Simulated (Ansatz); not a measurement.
# C3H6OSi: the cost of one run

The runs use Ansatz 0.2.0, Gaussian basis; the settings change from run to run.

### 1 The molecule

An earlier PBE0-D4 in a triple-zeta def2 set relaxation fixed the geometry.

SMILES `C=C1OC[SiH2]1`, 11 atoms, charge 0, spin multiplicity 1.

Atoms are counted from 1 here; the program's logs count them from 0.

Bond lengths: C1–C2 1.325 Å, C1–H6 1.085 Å, C1–H7 1.081 Å, C2–O3 1.385 Å, C2–Si5 1.874 Å, O3–C4 1.451 Å, C4–Si5 1.900 Å, C4–H8 1.092 Å, C4–H9 1.092 Å, Si5–H10 1.486 Å, Si5–H11 1.486 Å. Angles: C2–C1–H6 121.7°, C2–C1–H7 119.8°, H6–C1–H7 118.5°, C1–C2–O3 123.9°, C1–C2–Si5 142.8°, O3–C2–Si5 93.3°, C2–O3–C4 103.9°, O3–C4–Si5 90.2°, O3–C4–H8 110.0°, O3–C4–H9 110.1°, Si5–C4–H8 117.7°, Si5–C4–H9 117.8°, H8–C4–H9 109.3°, C2–Si5–C4 72.6°, C2–Si5–H10 118.1°, C2–Si5–H11 118.0°, C4–Si5–H10 117.8°, C4–Si5–H11 117.7° and more.

### 2 HSE06/x2c-TZVPPall

Set apart from the defaults: unrestricted orbitals, D3(BJ) dispersion, the search for lower states set to full.

File in.yaml:

```yaml
crystal:
  periodic: [false, false, false]
  atoms:
    - {symbol: C, position_ang: [-1.244577, -0.860062, -1.404555]}
    - {symbol: C, position_ang: [-0.474427, -0.354185, -0.452028]}
    - {symbol: O, position_ang: [-0.548384, -0.726587, 0.879469]}
    - {symbol: C, position_ang: [0.467580, 0.083706, 1.525216]}
    - {symbol: Si, position_ang: [0.907259, 0.873440, -0.145614]}
    - {symbol: H, position_ang: [-1.995622, -1.612734, -1.190906]}
    - {symbol: H, position_ang: [-1.129578, -0.520272, -2.424571]}
    - {symbol: H, position_ang: [0.010488, 0.722234, 2.284184]}
    - {symbol: H, position_ang: [1.214734, -0.558266, 1.996656]}
    - {symbol: H, position_ang: [0.612336, 2.318632, -0.327530]}
    - {symbol: H, position_ang: [2.245491, 0.576895, -0.719921]}
basis:
  gaussian: {orbitals: x2c-TZVPPall}
magnetization: {spin_polarized: true, initial_magnetization: 0}
hamiltonian: {xc: {name: HSE06}, dispersion: d3bj}
scf: {lower_state_search: full}
output: {forces: true}
```

Launch:

```console
$ ansatz run in.yaml --threads 4 --pin off --events-out ev --progress --plain --max-ram 10444MiB
```

What time and memory should one allow on 4 threads of Intel Xeon Platinum 8488C, shared host?

About 5 s, with a peak of 0.88 GiB.
